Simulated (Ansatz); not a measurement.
# CH5AlO2: the cost of one run

All numbers below are computed with Ansatz 0.2.0 (RKS CAM-B3LYP-D4/def2-SVP).

### 1 The structure to begin with

Bond lengths: O1–C2 1.332 Å, C2–Al3 1.993 Å, Al3–O4 1.818 Å, O1–H5 1.015 Å, C2–H6 1.123 Å, C2–H7 1.115 Å, Al3–H8 1.587 Å, O4–H9 1.057 Å. Angles: O1–C2–Al3 109.7°, O1–C2–H6 108.6°, O1–C2–H7 111.6°, Al3–C2–H6 109.3°, Al3–C2–H7 110.3°, H6–C2–H7 107.3°, C2–O1–H5 110.3°, C2–Al3–O4 119.5°, C2–Al3–H8 119.3°, O4–Al3–H8 120.9°, Al3–O4–H9 103.7°.

Coordinates:

```xyz
9

O    -0.4451    1.1052   -1.2127
C     0.5977    0.3639   -0.8419
Al    0.1072   -0.7389    0.7439
O    -0.3322    0.0847    2.3043
H    -1.1259    0.5339   -1.7028
H     1.4445    1.0495   -0.5689
H     0.9540   -0.2890   -1.6731
H     0.2742   -2.3152    0.6747
H    -1.3860    0.1595    2.2594
```

### 2 End point A

Contents of input.yaml:

```yaml
crystal:
  periodic: [false, false, false]
  atoms:
    - { symbol: O, position_ang: [-0.4451, 1.1052, -1.2127] }
    - { symbol: C, position_ang: [0.5977, 0.3639, -0.8419] }
    - { symbol: Al, position_ang: [0.1072, -0.7389, 0.7439] }
    - { symbol: O, position_ang: [-0.3322, 0.0847, 2.3043] }
    - { symbol: H, position_ang: [-1.1259, 0.5339, -1.7028] }
    - { symbol: H, position_ang: [1.4445, 1.0495, -0.5689] }
    - { symbol: H, position_ang: [0.954, -0.289, -1.6731] }
    - { symbol: H, position_ang: [0.2742, -2.3152, 0.6747] }
    - { symbol: H, position_ang: [-1.386, 0.1595, 2.2594] }
basis:
  gaussian: { orbitals: def2-SVP }
hamiltonian:
  xc: cam_b3lyp
  dispersion: d4
relax:
  f_tol: 0.015
  max_steps: 40
```

On the command line:

```bash
> ansatz run input.yaml --threads 2 --pin off --max-ram 3072MiB --backend cpu --events-out ev --progress --plain --runs-dir out
```

What time and memory should one allow on 2 threads of Intel Xeon Platinum 8488C (Sapphire Rapids), shared host?

About 38 s, with a peak of 0.2 GiB.
